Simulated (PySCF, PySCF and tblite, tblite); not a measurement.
# Si2P4H8: a scan of pyramidal angle, part 1 of 2

How do energy and shieldings of Si2P4H8 (`[SiH3]P1PPP1[SiH3]`) change along pyramidal angle?

Programs: PySCF 2.14.0 with density-fitted response routines of our own, and tblite 0.8.0. All values are computed, except where a source is named. Atoms count from 0 throughout.

## 1. The molecule as given

14 atoms, charge 0, multiplicity 1; geometry from: force field or distance geometry start.

Bonds of the start (Å): P1–P2 2.30, P1–P4 2.31, P2–H9 1.41, P2–P3 2.31, P3–H10 1.43, P3–P4 2.29, P4–Si5 2.22, Si0–H6 1.48, Si0–H7 1.49, Si0–H8 1.49, Si0–P1 2.23, Si5–H11 1.48, Si5–H12 1.47, Si5–H13 1.48.

## 2. GFN2-xTB relaxation, start minimum

The job: settings as JSON, then the geometry in Å.

```
{"job": {"xc": "GFN2-xTB", "basis": "xTB", "kind": "relax"}, "charge": 0, "multiplicity": 1}
Si     2.429500     1.046300     0.196600
P      0.715200     0.130600    -0.896400
P      1.157700    -2.097300    -0.518800
P     -1.144500    -2.126500    -0.347600
P     -0.722100    -0.232400     0.869300
Si    -2.429700     1.036900     0.219800
H      3.633300     0.994300    -0.662900
H      2.695700     0.351400     1.482800
H      2.097100     2.466800     0.480400
H      1.251000    -2.513800    -1.865700
H     -1.251500    -3.047200     0.737300
H     -2.103500     2.453500     0.518600
H     -2.697300     0.890600    -1.221200
H     -3.631600     0.646400     0.985500
```

Run with:

```sh
OMP_NUM_THREADS=1 python ens_run.py task.json out
```

The driver reads the study from task.json and runs its stages one after another.

What it wrote:

```text
step      E/eV     max force
  0    -480.19796    1.676
  1    -480.34197    1.146
  2    -480.44084    0.327
  3    -480.44806    0.280
  4    -480.45643    0.255
  5    -480.47645    0.306
  6    -480.49051    0.347
  7    -480.50202    0.241
  8    -480.50738    0.189
  9    -480.51139    0.159
 10    -480.51617    0.190
 11    -480.52317    0.253
 12    -480.53273    0.333
 13    -480.54345    0.321
 14    -480.55293    0.243
 15    -480.55869    0.169
 16    -480.56186    0.130
 17    -480.56554    0.164
 18    -480.57006    0.174
 19    -480.57605    0.234
 20    -480.58363    0.242
 21    -480.59087    0.238
 22    -480.59610    0.196
 23    -480.60011    0.136
 24    -480.60369    0.138
 25    -480.60803    0.178
 26    -480.61417    0.255
 27    -480.62136    0.262
 28    -480.62807    0.255
 29    -480.63371    0.232
 30    -480.63757    0.141
 31    -480.63983    0.208
 32    -480.64275    0.173
 33    -480.64691    0.126
 34    -480.65104    0.125
 35    -480.65446    0.138
 36    -480.65767    0.127
 37    -480.66111    0.136
 38    -480.66453    0.133
 39    -480.66736    0.151
 40    -480.66972    0.130
 41    -480.67160    0.102
 42    -480.67330    0.115
 43    -480.67489    0.134
 44    -480.67675    0.171
 45    -480.67854    0.109
 46    -480.67965    0.052
 47    -480.67995    0.053
 48    -480.68038    0.059
 49    -480.68094    0.068
 50    -480.68222    0.089
 51    -480.68428    0.114
 52    -480.68708    0.125
 53    -480.68970    0.129
 54    -480.69152    0.121
 55    -480.69272    0.111
 56    -480.69408    0.103
 57    -480.69564    0.095
 58    -480.69715    0.091
 59    -480.69840    0.096
 60    -480.69956    0.108
 61    -480.70086    0.125
 62    -480.70227    0.141
 63    -480.70337    0.104
 64    -480.70405    0.055
 65    -480.70448    0.061
 66    -480.70489    0.070
 67    -480.70523    0.063
 68    -480.70545    0.039
 69    -480.70554    0.019
 70    -480.70557    0.013
 71    -480.70560    0.014
 72    -480.70563    0.012
 73    -480.70565    0.009
 74    -480.70567    0.005
 75    -480.70567    0.003
 76    -480.70567    0.003
```

It took 0.66 s on 1 thread of AMD EPYC 9R45, shared host.

Gain 0.508 eV; displacement 0.67 Å root mean square.

## 3. Relaxed scan, pyramidal angle

The job: settings as JSON, then the geometry in Å.

```
{"job": {"xc": "GFN2-xTB", "basis": "xTB", "coordinate": [["t", [10, 2, 4, 3], 0.3333333333333333], ["t", [2, 4, 10, 3], 0.3333333333333333], ["t", [4, 10, 2, 3], 0.3333333333333333]], "kind": "drive"}, "charge": 0, "multiplicity": 1}
Si     2.562732     0.805912     0.413780
P      0.688512     0.437794    -0.790471
P      0.897454    -1.738970    -0.995044
P     -0.893491    -1.989889     0.233161
P     -0.688169     0.094155     0.894976
Si    -2.564652     0.897662    -0.070156
H      3.659365     0.607052    -0.537045
H      2.671583    -0.128739     1.541002
H      2.443462     2.187540     0.885322
H      0.207733    -1.812374    -2.212427
H     -0.203747    -2.532350     1.325413
H     -2.450092     2.354135     0.034496
H     -2.671767     0.477308    -1.473018
H     -3.659601     0.340290     0.727846
```

What it wrote:

```text
point  coordinate     E/eV
  0    -52.800     -480.70562
  1    -42.100     -480.45528
  2    -24.100     -479.65462
  3     -0.100     -479.05680
  4     23.100     -479.53067
  5     41.000     -480.16870
  6     52.800     -480.36330
  7     60.600     -480.14826
```

It took 4 s on 1 thread of AMD EPYC 9R45, shared host.

The highest point is number 3, 38.0 kcal/mol above the first.

## 4. Relaxed scan, pyramidal angle

job is that of step 3.

What it wrote:

```text
point  coordinate     E/eV
  0    -60.500     -480.48655
```

It took 0.37 s on 1 thread of AMD EPYC 9R45, shared host.

## 5. Shieldings, coordinate held at 60.6: PBE0/pcSseg-1

The job: settings as JSON, then the geometry in Å.

```
{"job": {"kind": "nmr", "xc": "PBE0", "basis": "pcSseg-1", "every": 1, "pop": false}, "charge": 0, "multiplicity": 1}
Si     2.540012     0.975223     0.238222
P      0.715281     0.088696    -0.749516
P      1.134043    -2.030420    -0.397839
P     -0.893468    -2.256578     0.589478
P     -0.579839    -0.058947     1.018187
Si    -2.465877     0.866047     0.198717
H      3.575762     0.913067    -0.795584
H      2.921345     0.210325     1.428634
H      2.157145     2.348011     0.579236
H      0.725638    -2.476140    -1.662530
H     -1.303085    -1.766464    -0.654908
H     -2.248814     2.310283     0.284603
H     -2.715836     0.461234    -1.192168
H     -3.540506     0.390772     1.070420
```

What it wrote:

```text
coarse grid: 14704 points
cycle   1  E = -1948.3202309590  dE =  3.564e-01  |g| = 1.885e-01  |ddm| = 3.724e+00
cycle   2  E = -1948.3250214171  dE = -4.790e-03  |g| = 1.047e-01  |ddm| = 3.938e-01
cycle   3  E = -1948.3272260791  dE = -2.205e-03  |g| = 4.689e-02  |ddm| = 2.198e-01
cycle   4  E = -1948.3279291015  dE = -7.030e-04  |g| = 1.271e-02  |ddm| = 9.581e-02
cycle   5  E = -1948.3279811440  dE = -5.204e-05  |g| = 3.132e-03  |ddm| = 2.643e-02
cycle   6  E = -1948.3279841354  dE = -2.991e-06  |g| = 1.166e-03  |ddm| = 6.715e-03
final grid: 114536 points
cycle   7  E = -1948.3611504382  dE = -2.136e-05  |g| = 3.625e-03  |ddm| = 3.537e-02
cycle   8  E = -1948.3611490199  dE =  1.418e-06  |g| = 4.083e-03  |ddm| = 1.229e-02
cycle   9  E = -1948.3611540751  dE = -5.055e-06  |g| = 4.816e-04  |ddm| = 6.785e-03
cycle  10  E = -1948.3611541362  dE = -6.115e-08  |g| = 1.536e-04  |ddm| = 1.008e-03
cycle  11  E = -1948.3611541436  dE = -7.382e-09  |g| = 5.979e-05  |ddm| = 3.687e-04
cycle  12  E = -1948.3611541449  dE = -1.247e-09  |g| = 5.778e-06  |ddm| = 1.001e-04
cycle  13  E = -1948.3611541449  dE = -1.728e-11  |g| = 2.680e-06  |ddm| = 1.484e-05
converged SCF energy = -1948.3611541449

GIAO shielding tensors (ppm)
atom      isotropic    diamagn.    paramagn.     s11        s22        s33       span
  0 Si     413.063     879.998    -466.934    361.847    418.740    458.603     96.756
  1 P      533.076     967.935    -434.859    378.552    549.053    671.622    293.069
  2 P      449.350     966.570    -517.219    356.305    448.959    542.788    186.484
  3 P      548.455     966.900    -418.446    453.354    542.252    649.758    196.403
  4 P      483.420     967.959    -484.538    369.789    434.097    646.375    276.586
  5 Si     401.953     880.151    -478.198    319.053    422.550    464.255    145.202
  6 H       27.651      29.125      -1.473     23.381     25.474     34.099     10.719
  7 H       27.269      28.879      -1.610     24.022     26.648     31.138      7.116
  8 H       27.701      29.225      -1.524     23.796     25.843     33.463      9.666
  9 H       26.527      30.566      -4.039     23.115     24.019     32.448      9.334
 10 H       25.242      30.661      -5.420     23.611     24.615     27.499      3.887
 11 H       27.573      29.233      -1.660     23.301     25.869     33.549     10.248
 12 H       27.284      28.967      -1.683     24.211     26.668     30.973      6.762
 13 H       27.418      29.115      -1.697     23.616     25.111     33.528      9.912
```

It took 16 s on 1 thread of AMD EPYC 9R45, shared host; peak memory 0.8 GiB.

In short: HOMO -6.40 eV, LUMO -1.67 eV; dipole 1.19 D.

## 6. Shieldings, coordinate held at -0.1: PBE0/pcSseg-1

The job: settings as JSON, then the geometry in Å.

```
{"job": {"kind": "nmr", "xc": "PBE0", "basis": "pcSseg-1", "every": 1, "pop": false}, "charge": 0, "multiplicity": 1}
Si     2.637504     0.833127     0.386770
P      0.735945     0.509417    -0.804949
P      0.942511    -1.687864    -1.106731
P     -0.398920    -1.811571     0.544929
P     -0.606836     0.280103     0.956296
Si    -2.547943     0.820190    -0.084031
H      3.714435     0.675075    -0.597361
H      2.796855    -0.114623     1.494245
H      2.518708     2.208316     0.883718
H     -0.001203    -1.700120    -2.163961
H     -0.994603    -2.832133     1.214000
H     -2.570015     2.284285    -0.066041
H     -2.591807     0.304432    -1.459371
H     -3.612535     0.219841     0.726274
```

What it wrote:

```text
coarse grid: 14704 points
cycle   1  E = -1948.2877282747  dE =  4.754e-01  |g| = 1.927e-01  |ddm| = 3.923e+00
cycle   2  E = -1948.2928565536  dE = -5.128e-03  |g| = 1.094e-01  |ddm| = 4.373e-01
cycle   3  E = -1948.2950650685  dE = -2.209e-03  |g| = 4.988e-02  |ddm| = 2.519e-01
cycle   4  E = -1948.2958664842  dE = -8.014e-04  |g| = 1.228e-02  |ddm| = 1.070e-01
cycle   5  E = -1948.2959151777  dE = -4.869e-05  |g| = 3.778e-03  |ddm| = 2.644e-02
cycle   6  E = -1948.2959193698  dE = -4.192e-06  |g| = 9.313e-04  |ddm| = 7.350e-03
final grid: 114536 points
cycle   7  E = -1948.3297080376  dE = -1.879e-05  |g| = 2.740e-03  |ddm| = 3.110e-02
cycle   8  E = -1948.3297078325  dE =  2.050e-07  |g| = 2.698e-03  |ddm| = 8.661e-03
cycle   9  E = -1948.3297099051  dE = -2.073e-06  |g| = 4.130e-04  |ddm| = 4.862e-03
cycle  10  E = -1948.3297099569  dE = -5.177e-08  |g| = 1.163e-04  |ddm| = 9.357e-04
cycle  11  E = -1948.3297099608  dE = -3.882e-09  |g| = 4.765e-05  |ddm| = 2.624e-04
cycle  12  E = -1948.3297099615  dE = -7.540e-10  |g| = 6.660e-06  |ddm| = 8.590e-05
converged SCF energy = -1948.3297099615

GIAO shielding tensors (ppm)
atom      isotropic    diamagn.    paramagn.     s11        s22        s33       span
  0 Si     418.635     879.401    -460.766    388.214    408.518    459.173     70.959
  1 P      528.953     967.310    -438.357    474.104    480.170    632.584    158.480
  2 P      327.202     965.355    -638.154     34.431    400.022    547.152    512.720
  3 P      654.366     971.884    -317.518    416.423    580.733    965.941    549.517
  4 P      329.374     967.011    -637.637     30.179    321.489    636.453    606.275
  5 Si     421.450     880.286    -458.836    389.925    416.750    457.674     67.749
  6 H       27.318      28.643      -1.325     23.464     24.843     33.646     10.181
  7 H       26.797      28.391      -1.594     23.225     26.054     31.114      7.889
  8 H       27.469      28.863      -1.394     23.561     25.366     33.480      9.919
  9 H       23.359      29.493      -6.134     19.656     22.383     28.038      8.382
 10 H       28.873      31.812      -2.939     22.440     28.014     36.163     13.723
 11 H       27.303      29.456      -2.152     23.503     24.969     33.438      9.935
 12 H       26.708      29.430      -2.722     23.556     26.119     30.449      6.893
 13 H       27.531      29.695      -2.164     24.095     25.391     33.107      9.011
```

Wall time 15 s (1 thread of AMD EPYC 9R45, shared host); peak memory 0.78 GiB.

This run: HOMO -5.56 eV, LUMO -1.91 eV; dipole 0.66 D.

## 7. Shieldings, coordinate held at -60.5: PBE0/pcSseg-1

The job: settings as JSON, then the geometry in Å.

```
{"job": {"kind": "nmr", "xc": "PBE0", "basis": "pcSseg-1", "every": 1, "pop": false}, "charge": 0, "multiplicity": 1}
Si     2.531357     0.791104     0.418859
P      0.653731     0.394042    -0.770400
P      0.873191    -1.771227    -0.955588
P     -0.959007    -2.127772     0.249024
P     -0.731641     0.005309     0.883447
Si    -2.563376     0.921099    -0.067912
H      3.620006     0.594987    -0.540639
H      2.656165    -0.139147     1.548073
H      2.411302     2.173719     0.884886
H      0.291020    -1.824624    -2.229225
H      0.011360    -2.305599     1.242160
H     -2.385638     2.368696     0.063805
H     -2.690477     0.534907    -1.478189
H     -3.684226     0.400629     0.718625
```

What it wrote:

```text
coarse grid: 14704 points
cycle   1  E = -1948.3259233147  dE =  3.857e-01  |g| = 1.833e-01  |ddm| = 3.746e+00
cycle   2  E = -1948.3303708607  dE = -4.448e-03  |g| = 9.990e-02  |ddm| = 3.820e-01
cycle   3  E = -1948.3322359273  dE = -1.865e-03  |g| = 4.469e-02  |ddm| = 1.996e-01
cycle   4  E = -1948.3328720607  dE = -6.361e-04  |g| = 1.191e-02  |ddm| = 9.063e-02
cycle   5  E = -1948.3329175305  dE = -4.547e-05  |g| = 3.065e-03  |ddm| = 2.594e-02
cycle   6  E = -1948.3329205486  dE = -3.018e-06  |g| = 1.047e-03  |ddm| = 6.459e-03
final grid: 114536 points
cycle   7  E = -1948.3665667029  dE = -1.806e-05  |g| = 3.876e-03  |ddm| = 3.400e-02
cycle   8  E = -1948.3665649505  dE =  1.752e-06  |g| = 4.443e-03  |ddm| = 1.333e-02
cycle   9  E = -1948.3665709290  dE = -5.978e-06  |g| = 4.513e-04  |ddm| = 7.388e-03
cycle  10  E = -1948.3665709813  dE = -5.233e-08  |g| = 1.480e-04  |ddm| = 9.600e-04
cycle  11  E = -1948.3665709881  dE = -6.807e-09  |g| = 5.328e-05  |ddm| = 3.356e-04
cycle  12  E = -1948.3665709891  dE = -9.932e-10  |g| = 4.211e-06  |ddm| = 8.960e-05
converged SCF energy = -1948.3665709891

GIAO shielding tensors (ppm)
atom      isotropic    diamagn.    paramagn.     s11        s22        s33       span
  0 Si     415.085     879.895    -464.809    373.820    414.159    457.277     83.457
  1 P      562.026     967.903    -405.877    460.001    523.894    702.184    242.184
  2 P      501.091     966.742    -465.651    405.517    501.047    596.709    191.192
  3 P      594.788     966.592    -371.805    505.719    603.466    675.178    169.459
  4 P      509.817     967.606    -457.789    381.532    461.362    686.556    305.025
  5 Si     413.659     879.979    -466.321    372.262    409.060    459.654     87.392
  6 H       27.552      29.132      -1.580     23.728     25.321     33.609      9.881
  7 H       26.994      28.842      -1.848     23.858     26.101     31.023      7.165
  8 H       27.608      29.197      -1.589     23.678     25.623     33.523      9.845
  9 H       26.551      30.522      -3.971     23.001     24.881     31.771      8.770
 10 H       25.052      29.659      -4.607     23.398     23.815     27.943      4.545
 11 H       27.571      29.238      -1.668     23.788     25.652     33.272      9.484
 12 H       26.844      29.099      -2.255     23.826     25.951     30.755      6.929
 13 H       27.416      29.193      -1.777     23.502     25.136     33.610     10.109
```

Wall time 15 s (1 thread of AMD EPYC 9R45, shared host); peak memory 0.81 GiB.

This run: HOMO -6.53 eV, LUMO -1.68 eV; dipole 0.26 D.

## 8. Shieldings, coordinate held at 41: PBE0/pcSseg-1

The job: settings as JSON, then the geometry in Å.

```
{"job": {"kind": "nmr", "xc": "PBE0", "basis": "pcSseg-1", "every": 1, "pop": false}, "charge": 0, "multiplicity": 1}
Si     2.701860     0.803449     0.390209
P      0.755782     0.635854    -0.754110
P      0.845344    -1.550768    -1.104362
P     -0.127679    -1.721096     0.842875
P     -0.566489     0.411054     1.017593
Si    -2.512506     0.669899    -0.102962
H      3.737898     0.644001    -0.635071
H      2.813384    -0.230674     1.426087
H      2.668424     2.147489     0.973586
H     -0.286206    -1.512354    -1.937128
H     -1.309823    -2.461175     0.731993
H     -2.664052     2.113227    -0.275461
H     -2.502465    -0.008669    -1.409702
H     -3.530992     0.060443     0.759158
```

What it wrote:

```text
coarse grid: 14704 points
cycle   1  E = -1948.3236891929  dE =  3.866e-01  |g| = 1.953e-01  |ddm| = 3.776e+00
cycle   2  E = -1948.3291881173  dE = -5.499e-03  |g| = 1.080e-01  |ddm| = 4.712e-01
cycle   3  E = -1948.3319702987  dE = -2.782e-03  |g| = 3.516e-02  |ddm| = 2.396e-01
cycle   4  E = -1948.3323528521  dE = -3.826e-04  |g| = 1.152e-02  |ddm| = 8.079e-02
cycle   5  E = -1948.3323943736  dE = -4.152e-05  |g| = 3.390e-03  |ddm| = 2.438e-02
cycle   6  E = -1948.3323979314  dE = -3.558e-06  |g| = 1.160e-03  |ddm| = 7.218e-03
final grid: 114536 points
cycle   7  E = -1948.3660140823  dE = -1.936e-05  |g| = 3.454e-03  |ddm| = 3.495e-02
cycle   8  E = -1948.3660127006  dE =  1.382e-06  |g| = 3.921e-03  |ddm| = 1.183e-02
cycle   9  E = -1948.3660174049  dE = -4.704e-06  |g| = 5.459e-04  |ddm| = 6.806e-03
cycle  10  E = -1948.3660174927  dE = -8.776e-08  |g| = 1.513e-04  |ddm| = 1.146e-03
cycle  11  E = -1948.3660175001  dE = -7.401e-09  |g| = 4.834e-05  |ddm| = 3.313e-04
cycle  12  E = -1948.3660175008  dE = -7.799e-10  |g| = 6.846e-06  |ddm| = 8.665e-05
converged SCF energy = -1948.3660175008

GIAO shielding tensors (ppm)
atom      isotropic    diamagn.    paramagn.     s11        s22        s33       span
  0 Si     420.043     879.832    -459.789    401.861    406.591    451.677     49.815
  1 P      507.595     967.765    -460.170    364.516    487.920    670.349    305.834
  2 P      462.356     966.814    -504.458    281.399    518.174    587.496    306.098
  3 P      470.938     967.362    -496.424    339.266    482.557    590.992    251.726
  4 P      475.044     967.893    -492.849    237.767    526.338    661.027    423.260
  5 Si     426.989     880.372    -453.383    406.820    413.596    460.551     53.731
  6 H       27.097      28.927      -1.830     23.471     24.683     33.138      9.667
  7 H       26.022      28.446      -2.423     21.942     25.634     30.491      8.549
  8 H       27.220      29.047      -1.827     23.617     25.097     32.947      9.330
  9 H       25.359      30.778      -5.419     23.396     25.271     27.411      4.016
 10 H       27.043      30.674      -3.631     22.965     25.429     32.735      9.770
 11 H       27.254      29.318      -2.063     23.480     25.043     33.241      9.761
 12 H       26.305      29.655      -3.350     23.022     25.460     30.433      7.411
 13 H       27.319      29.555      -2.236     23.783     24.886     33.286      9.503
```

Run time: 15 s. Hardware: 1 thread of AMD EPYC 9R45, shared host; peak memory 0.91 GiB.

In short: HOMO -6.35 eV, LUMO -1.68 eV; dipole 1.42 D.

## 9. Shieldings, coordinate held at -42.1: PBE0/pcSseg-1

The job: settings as JSON, then the geometry in Å.

```
{"job": {"kind": "nmr", "xc": "PBE0", "basis": "pcSseg-1", "every": 1, "pop": false}, "charge": 0, "multiplicity": 1}
Si     2.598606     0.819495     0.399946
P      0.724404     0.472830    -0.813408
P      0.954759    -1.714151    -1.041917
P     -0.775287    -1.861039     0.253388
P     -0.641207     0.205282     0.912664
Si    -2.564343     0.876162    -0.066566
H      3.698216     0.629351    -0.549600
H      2.711302    -0.125197     1.518388
H      2.476135     2.194284     0.890938
H      0.149126    -1.813532    -2.184967
H     -0.495097    -2.706205     1.333039
H     -2.527725     2.339510     0.006813
H     -2.647432     0.414752    -1.457936
H     -3.628231     0.284205     0.748410
```

What it wrote:

```text
coarse grid: 14704 points
cycle   1  E = -1948.3280373262  dE =  4.152e-01  |g| = 1.857e-01  |ddm| = 3.752e+00
cycle   2  E = -1948.3337363160  dE = -5.699e-03  |g| = 8.676e-02  |ddm| = 3.750e-01
cycle   3  E = -1948.3350875040  dE = -1.351e-03  |g| = 3.081e-02  |ddm| = 1.615e-01
cycle   4  E = -1948.3353602698  dE = -2.728e-04  |g| = 1.053e-02  |ddm| = 6.713e-02
cycle   5  E = -1948.3353957103  dE = -3.544e-05  |g| = 2.846e-03  |ddm| = 2.218e-02
cycle   6  E = -1948.3353981928  dE = -2.483e-06  |g| = 1.033e-03  |ddm| = 6.490e-03
final grid: 114536 points
cycle   7  E = -1948.3694057404  dE = -1.789e-05  |g| = 3.603e-03  |ddm| = 3.337e-02
cycle   8  E = -1948.3694037875  dE =  1.953e-06  |g| = 4.266e-03  |ddm| = 1.267e-02
cycle   9  E = -1948.3694093919  dE = -5.604e-06  |g| = 5.077e-04  |ddm| = 7.359e-03
cycle  10  E = -1948.3694094626  dE = -7.071e-08  |g| = 1.529e-04  |ddm| = 1.063e-03
cycle  11  E = -1948.3694094701  dE = -7.524e-09  |g| = 5.049e-05  |ddm| = 3.512e-04
cycle  12  E = -1948.3694094710  dE = -8.695e-10  |g| = 4.202e-06  |ddm| = 8.554e-05
converged SCF energy = -1948.3694094710

GIAO shielding tensors (ppm)
atom      isotropic    diamagn.    paramagn.     s11        s22        s33       span
  0 Si     413.270     879.798    -466.528    374.307    404.933    460.571     86.263
  1 P      519.340     967.630    -448.290    411.040    479.273    667.707    256.667
  2 P      513.913     966.691    -452.778    444.072    489.508    608.157    164.085
  3 P      500.623     967.698    -467.075    429.690    453.053    619.125    189.435
  4 P      530.392     967.730    -437.338    410.858    481.730    698.587    287.728
  5 Si     412.096     879.833    -467.737    366.835    412.030    457.423     90.588
  6 H       27.388      29.052      -1.664     23.469     25.067     33.629     10.160
  7 H       26.990      28.923      -1.933     23.980     26.193     30.798      6.818
  8 H       27.458      29.174      -1.716     23.587     25.411     33.376      9.790
  9 H       26.123      30.235      -4.112     22.839     24.299     31.231      8.392
 10 H       27.368      30.605      -3.237     22.869     25.700     33.536     10.666
 11 H       27.428      29.200      -1.772     23.347     25.337     33.600     10.253
 12 H       26.996      28.916      -1.920     23.935     26.314     30.738      6.803
 13 H       27.504      29.173      -1.669     23.736     25.294     33.482      9.745
```

Wall time 15 s (1 thread of AMD EPYC 9R45, shared host); peak memory 0.85 GiB.

In short: HOMO -6.32 eV, LUMO -1.65 eV; dipole 0.18 D.

(Continued in part 2 of 2.)
